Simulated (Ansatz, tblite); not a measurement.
**Si18H24 hole sphere (Si₁₈H₂₄): removing and adding an electron**

Aim: the energy of removing and adding an electron for Si18H24 hole sphere (Si₁₈H₂₄), by energy differences, and how well orbital energies stand in for it.

Computed with Ansatz 0.2.0, Gaussian basis. Level: as each input shows.

The runs, in order: charge +1 doublet, at the geometry of the singlet (PBE0-D4/def2-TZVP, PBE-D4/def2-TZVP); charge -1 doublet, at the geometry of the singlet (PBE0-D4/def2-TZVP, PBE-D4/def2-TZVP); the starting singlet's energies come from earlier runs.

1 further run of the same task is left out (set aside as unsound or not needed).

## (1) The relaxed structure

The geometry is that of the singlet, from an earlier relaxation (PBE-D4/def2-SVP).

42 atoms, charge 0, spin multiplicity 1.

Atoms are counted from 1 here; the program's logs count them from 0.

Bond lengths: Si1–Si2 2.370 Å, Si1–Si3 2.353 Å, Si1–H19 1.509 Å, Si1–H20 1.509 Å, Si2–Si5 2.353 Å, Si2–H21 1.509 Å, Si2–H22 1.509 Å, Si3–Si4 2.352 Å, Si3–Si11 2.352 Å, Si3–H23 1.511 Å, Si4–Si6 2.370 Å, Si4–Si7 2.352 Å, Si4–H24 1.511 Å, Si5–Si6 2.352 Å, Si5–Si12 2.352 Å, Si5–H25 1.511 Å, Si6–Si9 2.352 Å, Si6–H26 1.511 Å and more. Angles: Si2–Si1–Si3 110.1°, Si2–Si1–H19 109.5°, Si2–Si1–H20 109.5°, Si3–Si1–H19 109.8°, Si3–Si1–H20 109.8°, H19–Si1–H20 108.1°, Si1–Si2–Si5 110.1°, Si1–Si2–H21 109.5°, Si1–Si2–H22 109.5°, Si5–Si2–H21 109.8°, Si5–Si2–H22 109.9°, H21–Si2–H22 108.1°, Si1–Si3–Si4 109.3°, Si1–Si3–Si11 109.3°, Si1–Si3–H23 111.2°, Si4–Si3–Si11 107.9°, Si4–Si3–H23 109.6°, Si11–Si3–H23 109.5° and more.

## (2) Charge +1 doublet at the fixed geometry, PBE0-D4/def2-TZVP

in.yaml

```yaml
crystal:
  periodic: [false, false, false]
  atoms:
    - {symbol: Si, position_ang: [-0.000573, -4.431419, -1.181735]}
    - {symbol: Si, position_ang: [-0.004338, -4.429795, 1.188114]}
    - {symbol: Si, position_ang: [0.000119, -2.222144, -1.992279]}
    - {symbol: Si, position_ang: [-1.902006, -1.098490, -1.184584]}
    - {symbol: Si, position_ang: [-0.000758, -2.219314, 1.995263]}
    - {symbol: Si, position_ang: [-1.902651, -1.097117, 1.185015]}
    - {symbol: Si, position_ang: [-1.922013, 1.109878, -1.994362]}
    - {symbol: Si, position_ang: [-3.836328, 2.214679, -1.186684]}
    - {symbol: Si, position_ang: [-1.922895, 1.111728, 1.993364]}
    - {symbol: Si, position_ang: [-3.835140, 2.218450, 1.183161]}
    - {symbol: Si, position_ang: [1.902596, -1.099767, -1.183758]}
    - {symbol: Si, position_ang: [1.902418, -1.098741, 1.185802]}
    - {symbol: Si, position_ang: [1.922932, 1.108332, -1.994307]}
    - {symbol: Si, position_ang: [0.000871, 2.195987, -1.184709]}
    - {symbol: Si, position_ang: [1.924384, 1.110436, 1.993339]}
    - {symbol: Si, position_ang: [0.001098, 2.196780, 1.184828]}
    - {symbol: Si, position_ang: [3.836586, 2.214769, -1.187450]}
    - {symbol: Si, position_ang: [3.838150, 2.214123, 1.182403]}
    - {symbol: H, position_ang: [-1.220548, -5.161339, -1.686796]}
    - {symbol: H, position_ang: [1.221646, -5.160286, -1.682883]}
    - {symbol: H, position_ang: [-1.228631, -5.154680, 1.690001]}
    - {symbol: H, position_ang: [1.213569, -5.162244, 1.694467]}
    - {symbol: H, position_ang: [0.000576, -2.194270, -3.502673]}
    - {symbol: H, position_ang: [-3.146677, -1.816740, -1.652674]}
    - {symbol: H, position_ang: [-0.001188, -2.188977, 3.505615]}
    - {symbol: H, position_ang: [-3.147288, -1.815315, 1.653282]}
    - {symbol: H, position_ang: [-1.895690, 1.095142, -3.504712]}
    - {symbol: H, position_ang: [-5.077943, 1.519821, -1.688454]}
    - {symbol: H, position_ang: [-3.858703, 3.635838, -1.692640]}
    - {symbol: H, position_ang: [-1.898682, 1.097601, 3.503759]}
    - {symbol: H, position_ang: [-5.078151, 1.528623, 1.688388]}
    - {symbol: H, position_ang: [-3.853191, 3.641312, 1.684514]}
    - {symbol: H, position_ang: [3.147114, -1.818388, -1.651686]}
    - {symbol: H, position_ang: [3.146464, -1.817652, 1.654520]}
    - {symbol: H, position_ang: [1.896161, 1.092725, -3.504644]}
    - {symbol: H, position_ang: [0.001657, 3.632785, -1.653528]}
    - {symbol: H, position_ang: [1.900619, 1.097158, 3.503749]}
    - {symbol: H, position_ang: [0.001555, 3.633939, 1.652518]}
    - {symbol: H, position_ang: [5.079088, 1.523656, -1.692152]}
    - {symbol: H, position_ang: [3.855128, 3.636969, -1.690656]}
    - {symbol: H, position_ang: [5.079923, 1.519968, 1.684763]}
    - {symbol: H, position_ang: [3.860718, 3.635958, 1.686470]}
basis:
  gaussian: {orbitals: def2-TZVP, fitting: {mean_field: def2-universal-jkfit}}
total_charge: 1
magnetization: {spin_polarized: true, initial_magnetization: 1}
hamiltonian: {xc: pbe0, dispersion: d4}
scf: {omitted_lower_state_checks: [starts]}
output: {orbitals: {seedname: orbitals}}
```

Command:

```bash
> ansatz run in.yaml --threads 2 --pin off --events-out ev --progress --plain --max-ram 20480MiB --backend cuda --devices 0, --max-vram 18GiB
```

Log:

```text
Functional definition: PBE0
  name "PBE0"
  cite "Adamo & Barone, J. Chem. Phys. 110, 6158 (1999) doi:10.1063/1.478522"
  cite "Perdew, Burke & Ernzerhof, Phys. Rev. Lett. 77, 3865 (1996) doi:10.1103/PhysRevLett.77.3865"
  parent pbe
  parameter a = 0.25
  parameter kappa = 0.804
  parameter beta = 0.06672455060314922
  exchange = (1 - a)*pbe_x(kappa = kappa, mu = beta*pi^2/3) + a*exact_x
  correlation = pbe_c(beta = beta)
these checks for a lower state are left out or cut short: starts
2736 factors; integrals over basis functions are off by at most 5.9e-1 eV
mean field evaluation 1: about -142127.6033 eV, gradient 1.9e1 eV
mean field evaluation 2: about -142125.7418 eV, gradient 2.7e1 eV
mean field evaluation 4: about -142130.4206 eV, gradient 2.3e0 eV
mean field evaluation 8: about -142130.4454 eV, gradient 1.4e-1 eV
mean field evaluation 16: about -142130.4456 eV, gradient 2.5e-3 eV
mean field evaluation 32: about -142130.4456 eV, gradient 1.6e-5 eV
mean field -142130.44562107 eV, -5223.1975370982 hartree, gradient 6.5e-6 eV, S^2 0.754682; 0 other end points of the search recorded, 0 dependent functions left out
reference -142130.44570555 eV, -5223.1975402027 hartree; 138, 137 occupied and 672, 673 virtual orbitals, 2736 factors
Total energy: -142133.02357872 eV, -5223.2922752944 hartree
Checks for a lower state left out: starts
```

It took 40 s on 1 × H100 (card shared with other runs) with 2 threads of AMD EPYC 7R13, shared host; peak host memory 1.5 GiB.

Report: HOMO -9.90 eV, LUMO -9.06 eV (over both spins); ⟨S²⟩ 0.755 (pure: 0.75).

## (3) Charge +1 doublet at the fixed geometry, PBE-D4/def2-TZVP

start.molden holds the orbitals of an earlier run on this state, given as this run's starting guess.

Edit in.yaml of step 2 so:

```diff
@@ -46,6 +46,6 @@
 basis:
-  gaussian: {orbitals: def2-TZVP, fitting: {mean_field: def2-universal-jkfit}}
+  gaussian: {orbitals: def2-TZVP, fitting: {mean_field: def2-universal-jkfit}, initial_orbitals: start.molden}
 total_charge: 1
 magnetization: {spin_polarized: true, initial_magnetization: 1}
-hamiltonian: {xc: pbe0, dispersion: d4}
+hamiltonian: {xc: pbe, dispersion: d4}
 scf: {omitted_lower_state_checks: [starts]}
```

Same command.

Log:

```text
Functional definition: PBE
  name "PBE"
  cite "Perdew, Burke & Ernzerhof, Phys. Rev. Lett. 77, 3865 (1996) doi:10.1103/PhysRevLett.77.3865"
  parent pbe
  parameter kappa = 0.804
  parameter beta = 0.06672455060314922
  exchange = pbe_x(kappa = kappa, mu = beta*pi^2/3)
  correlation = pbe_c(beta = beta)
these checks for a lower state are left out or cut short: starts
2736 factors; integrals over basis functions are off by at most 5.9e-1 eV
mean field evaluation 1: about -142116.0492 eV, gradient 1.8e1 eV
mean field evaluation 2: about -142116.5739 eV, gradient 7.0e-1 eV
mean field evaluation 4: about -142116.5672 eV, gradient 6.7e-2 eV
mean field evaluation 8: about -142116.5678 eV, gradient 1.4e-3 eV
mean field evaluation 16: about -142116.5678 eV, gradient 2.9e-5 eV
mean field -142116.56784098 eV, -5222.6875380865 hartree, gradient 2.8e-6 eV, S^2 0.751289; 0 other end points of the search recorded, 0 dependent functions left out
reference -142116.56795174 eV, -5222.6875421569 hartree; 138, 137 occupied and 672, 673 virtual orbitals, 2736 factors
Total energy: -142119.41015224 eV, -5222.7919910986 hartree
Checks for a lower state left out: starts
```

Wall time 21 s (1 × H100 (card shared with other runs) with 2 threads of AMD EPYC 7R13, shared host); peak host memory 1.5 GiB.

From the report: HOMO -9.02 eV, LUMO -9.09 eV (over both spins; with the spin held, an empty level of the minority spin lies below the top filled one); ⟨S²⟩ 0.751 (pure: 0.75).

## (4) Vertical ionisation energy

Charged state less starting state, singlet to doublet; the starting state's energies are those of its earlier runs.

| level | vertical ionisation energy (eV) | time |
| --- | --- | --- |
| PBE-D4/def2-TZVP | +7.65 | 32 s |
| PBE0-D4/def2-TZVP | +8.09 | 47 s |

Times add the two runs; a level without a time comes out of a correlated run.

Beside −ε(HOMO) of the starting state:

| level | −ε(HOMO) (eV) | by difference (eV) | mismatch (eV) |
| --- | --- | --- | --- |
| PBE-D4/def2-TZVP | 6.07 | 7.65 | -1.59 |
| PBE0-D4/def2-TZVP | 6.99 | 8.09 | -1.10 |

## (5) Charge -1 doublet at the fixed geometry, PBE0-D4/def2-TZVP

Edit in.yaml of step 3 so:

```diff
@@ -46,6 +46,6 @@
 basis:
-  gaussian: {orbitals: def2-TZVP, fitting: {mean_field: def2-universal-jkfit}, initial_orbitals: start.molden}
-total_charge: 1
+  gaussian: {orbitals: def2-TZVP, fitting: {mean_field: def2-universal-jkfit}}
+total_charge: -1
 magnetization: {spin_polarized: true, initial_magnetization: 1}
-hamiltonian: {xc: pbe, dispersion: d4}
+hamiltonian: {xc: pbe0, dispersion: d4}
 scf: {omitted_lower_state_checks: [starts]}
```

Launched as before.

Log (excerpt; [...] marks lines left out):

```text
Functional definition: PBE0
  name "PBE0"
  cite "Adamo & Barone, J. Chem. Phys. 110, 6158 (1999) doi:10.1063/1.478522"
  cite "Perdew, Burke & Ernzerhof, Phys. Rev. Lett. 77, 3865 (1996) doi:10.1103/PhysRevLett.77.3865"
  parent pbe
[...]
2736 factors; integrals over basis functions are off by at most 5.9e-1 eV
[...]
mean field -142139.26143769 eV, -5223.5215123832 hartree, gradient 5.0e-6 eV, S^2 0.751859; 0 other end points of the search recorded, 0 dependent functions left out
reference -142139.26151455 eV, -5223.5215152078 hartree; 139, 138 occupied and 671, 672 virtual orbitals, 2736 factors
Total energy: -142141.97505639 eV, -5223.6212360312 hartree
Checks for a lower state left out: starts
```

Wall time 21 s (1 × H100 (card shared with other runs) with 2 threads of AMD EPYC 7R13, shared host); peak host memory 1.6 GiB.

HOMO 0.16 eV, LUMO 1.33 eV (over both spins); ⟨S²⟩ 0.752 (pure: 0.75). Doubts: highest occupied level lies above zero.

## (6) Charge -1 doublet at the fixed geometry, PBE-D4/def2-TZVP

Edit in.yaml of step 5 so:

```diff
@@ -46,6 +46,6 @@
 basis:
-  gaussian: {orbitals: def2-TZVP, fitting: {mean_field: def2-universal-jkfit}}
+  gaussian: {orbitals: def2-TZVP, fitting: {mean_field: def2-universal-jkfit}, initial_orbitals: start.molden}
 total_charge: -1
 magnetization: {spin_polarized: true, initial_magnetization: 1}
-hamiltonian: {xc: pbe0, dispersion: d4}
+hamiltonian: {xc: pbe, dispersion: d4}
 scf: {omitted_lower_state_checks: [starts]}
```

Launched as before.

Log:

```text
Functional definition: PBE
  name "PBE"
  cite "Perdew, Burke & Ernzerhof, Phys. Rev. Lett. 77, 3865 (1996) doi:10.1103/PhysRevLett.77.3865"
  parent pbe
  parameter kappa = 0.804
  parameter beta = 0.06672455060314922
  exchange = pbe_x(kappa = kappa, mu = beta*pi^2/3)
  correlation = pbe_c(beta = beta)
these checks for a lower state are left out or cut short: starts
2736 factors; integrals over basis functions are off by at most 5.9e-1 eV
mean field evaluation 1: about -142124.5875 eV, gradient 1.8e1 eV
mean field evaluation 2: about -142125.1246 eV, gradient 7.0e-1 eV
mean field evaluation 4: about -142125.1224 eV, gradient 8.6e-2 eV
mean field evaluation 8: about -142125.1226 eV, gradient 1.4e-5 eV
mean field -142125.12255746 eV, -5223.0019181184 hartree, gradient 5.6e-6 eV, S^2 0.751318; 0 other end points of the search recorded, 0 dependent functions left out
reference -142125.12265934 eV, -5223.0019218624 hartree; 139, 138 occupied and 671, 672 virtual orbitals, 2736 factors
Total energy: -142128.11535855 eV, -5223.1119015299 hartree
Checks for a lower state left out: starts
```

It took 16 s on 1 × H100 (card shared with other runs) with 2 threads of AMD EPYC 7R13, shared host; peak host memory 1.5 GiB.

HOMO 0.46 eV, LUMO 0.62 eV (over both spins); ⟨S²⟩ 0.751 (pure: 0.75). Doubts: highest occupied level lies above zero.

## (7) Vertical electron affinity

Starting state less charged state (positive: the electron is bound), singlet to doublet; the starting state's energies are those of its earlier runs.

```csv
level,vertical electron affinity (eV),time
PBE-D4/def2-TZVP,+1.05,27 s
PBE0-D4/def2-TZVP,+0.87,28 s
```

Times add the two runs; a level without a time comes out of a correlated run.

Beside −ε(LUMO) of the starting state:

```csv
level,−ε(LUMO) (eV),by difference (eV),mismatch (eV)
PBE-D4/def2-TZVP,2.39,1.05,+1.34
PBE0-D4/def2-TZVP,1.71,0.87,+0.85
```

## (8) What came out

```
                                            quantity                               value
vertical ionisation energy, functionals in def2-TZVP  7.65 (PBE-D4) to 8.09 eV (PBE0-D4)
vertical electron affinity, functionals in def2-TZVP  0.87 (PBE0-D4) to 1.05 eV (PBE-D4)
```

The vertical ionisation energy spans 7.65 to 8.09 eV over the functionals. −ε(HOMO) misses the level's own difference by -1.10 eV at best (PBE0-D4) and -1.59 eV at worst (PBE-D4). The vertical electron affinity spans 0.87 to 1.05 eV over the functionals. −ε(LUMO) misses the level's own difference by +0.85 eV at best (PBE0-D4) and +1.34 eV at worst (PBE-D4).

The anion's highest level is positive in at least one run, so there the basis alone may hold the extra electron.
